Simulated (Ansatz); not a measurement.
# C3H12BNSi: how energies converge with the basis set

An exercise on one series of results from a longer session: the logs are not shown, and one member is left open.

Computed with Ansatz 0.2.0, Gaussian basis. Level: one geometry, several basis sets.

Plan: PBE0-D4/def2-SVP; ωB97M-V/def2-SVP; PBE0-D4/def2-QZVPP; ωB97M-V/def2-QZVPP; the functionals' def2-TZVPP values are taken from earlier runs.

1 further run of the same task is left out (it didn't finish). Runs told in other sessions of the task aren't counted.

## Structure used throughout

The geometry comes from an earlier relaxation with PBE0-D4 in a triple-zeta def2 set; it is a stationary point, not always the lowest conformer.

18 atoms, charge 0, spin multiplicity 1.

Atoms are counted from 1 here; the program's logs count them from 0.

Bond lengths: B1–N2 1.394 Å, B1–H7 1.197 Å, B1–H8 1.201 Å, N2–C3 1.467 Å, N2–Si5 1.755 Å, C3–C4 1.516 Å, C3–H9 1.097 Å, C3–H10 1.093 Å, C4–H11 1.092 Å, C4–H12 1.093 Å, C4–H13 1.092 Å, Si5–C6 1.857 Å, Si5–H14 1.491 Å, Si5–H15 1.491 Å, C6–H16 1.092 Å, C6–H17 1.094 Å, C6–H18 1.091 Å. Angles: N2–B1–H7 120.1°, N2–B1–H8 119.2°, H7–B1–H8 120.7°, B1–N2–C3 120.5°, B1–N2–Si5 124.2°, C3–N2–Si5 115.3°, N2–C3–C4 112.4°, N2–C3–H9 109.2°, N2–C3–H10 108.5°, C4–C3–H9 109.9°, C4–C3–H10 110.0°, H9–C3–H10 106.6°, C3–C4–H11 110.3°, C3–C4–H12 110.7°, C3–C4–H13 111.2°, H11–C4–H12 108.3°, H11–C4–H13 108.1°, H12–C4–H13 108.2° and more.

The first run:

in.yaml

```yaml
crystal:
  periodic: [false, false, false]
  atoms:
    - {symbol: B, position_ang: [-0.457188, -1.549408, -0.700040]}
    - {symbol: N, position_ang: [0.228491, -0.470262, -0.145742]}
    - {symbol: C, position_ang: [1.473606, 0.011934, -0.753766]}
    - {symbol: C, position_ang: [1.228301, 1.063762, -1.818202]}
    - {symbol: Si, position_ang: [-0.282376, 0.386704, 1.298684]}
    - {symbol: C, position_ang: [-1.939327, -0.174798, 1.922041]}
    - {symbol: H, position_ang: [-1.485703, -1.921311, -0.212934]}
    - {symbol: H, position_ang: [-0.000654, -2.099640, -1.664903]}
    - {symbol: H, position_ang: [2.124283, 0.418967, 0.029849]}
    - {symbol: H, position_ang: [2.001048, -0.841949, -1.185769]}
    - {symbol: H, position_ang: [0.628191, 0.647863, -2.630590]}
    - {symbol: H, position_ang: [2.174023, 1.417699, -2.235897]}
    - {symbol: H, position_ang: [0.694810, 1.923593, -1.407050]}
    - {symbol: H, position_ang: [0.768785, 0.190133, 2.337379]}
    - {symbol: H, position_ang: [-0.309658, 1.844367, 0.987939]}
    - {symbol: H, position_ang: [-2.717856, -0.028567, 1.171028]}
    - {symbol: H, position_ang: [-2.202371, 0.410696, 2.807405]}
    - {symbol: H, position_ang: [-1.926405, -1.229796, 2.200568]}
basis:
  gaussian: {orbitals: def2-SVP}
hamiltonian: {xc: pbe0, dispersion: d4}
output: {orbitals: {seedname: orbitals}}
```

Started as:

```
> ansatz run in.yaml --threads 4 --pin off --events-out ev --progress --plain --max-ram 11315MiB
```

Among the steps run: PBE0-D4 in def2-SVP; ωB97M-V in def2-SVP; PBE0-D4 in def2-QZVPP; ωB97M-V in def2-QZVPP.

One table of the session follows, with a row left open; its other results are not shown here.

It belongs to the step «Functionals by basis». 

```
functional       basis  HOMO (eV)  LUMO (eV)
   PBE0-D4    def2-SVP      -7.73       0.14
   PBE0-D4  def2-TZVPP      -7.77      -0.10
   PBE0-D4  def2-QZVPP          ?          ?
   ωB97M-V    def2-SVP     -10.00       2.14
   ωB97M-V  def2-TZVPP     -10.06       1.67
   ωB97M-V  def2-QZVPP     -10.06       1.37
```

Estimate the missing values for PBE0-D4, def2-QZVPP.

The run gave: HOMO (eV): -7.78; LUMO (eV): -0.18. In the column «HOMO (eV)» it lies between ωB97M-V, def2-SVP (-10.00) and PBE0-D4, def2-TZVPP (-7.77).
